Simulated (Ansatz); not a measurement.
# ScPd: the cost of one run

Computed with Ansatz 0.2.0 (DFT PBEsol, scalar-relativistic, plane waves, PAW, unless a step's input says otherwise).

## 1. The structure to begin with

Symmetry: Pm-3m, No. 221, cubic system. The conventional cell has a = 3.283 Å, b = 3.283 Å, c = 3.283 Å, α = 90.00°, β = 90.00°, γ = 90.00°. Around Sc (site symmetry m-3m) lie 8 Pd at 2.84 Å. Pd (site symmetry m-3m) has 8 Sc at 2.84 Å in its first shell of neighbours.

Structure file:

```
Sc Pd
1.0
     3.28300    0.00000    0.00000
     0.00000    3.28300    0.00000
     0.00000    0.00000    3.28300
Sc Pd
1 1
Direct
  0.50000 0.50000 0.50000
  0.00000 0.00000 0.00000
```

No relaxation comes first: the listed cell is the starting point.

## 2. The undisturbed cell

input.yaml reads:

```yaml
crystal:
  lattice:
    - [3.283, 0.0, 0.0]
    - [0.0, 3.283, 0.0]
    - [0.0, 0.0, 3.283]
  atoms:
    - { symbol: Sc, position: [0.5, 0.5, 0.5] }
    - { symbol: Pd, position: [0.0, 0.0, 0.0] }
basis:
  ecutwfc: 420
kpoints:
  mp_grid: { grid: [16, 16, 16] }
hamiltonian:
  xc: pbesol
scf:
  occupations: { method: gaussian, width: 0.15 }
output:
  forces: true
  stress: true
  eigenvalues: true
```

Command:

```console
> ansatz run input.yaml --threads 1 --pin off --max-ram 2560MiB --backend cpu --events-out ev --progress --plain --runs-dir out
```

Q: Estimate wall time and peak memory on 1 thread of Arm Neoverse V1, shared host.

About 5.5 s, with a peak of 0.37 GiB.
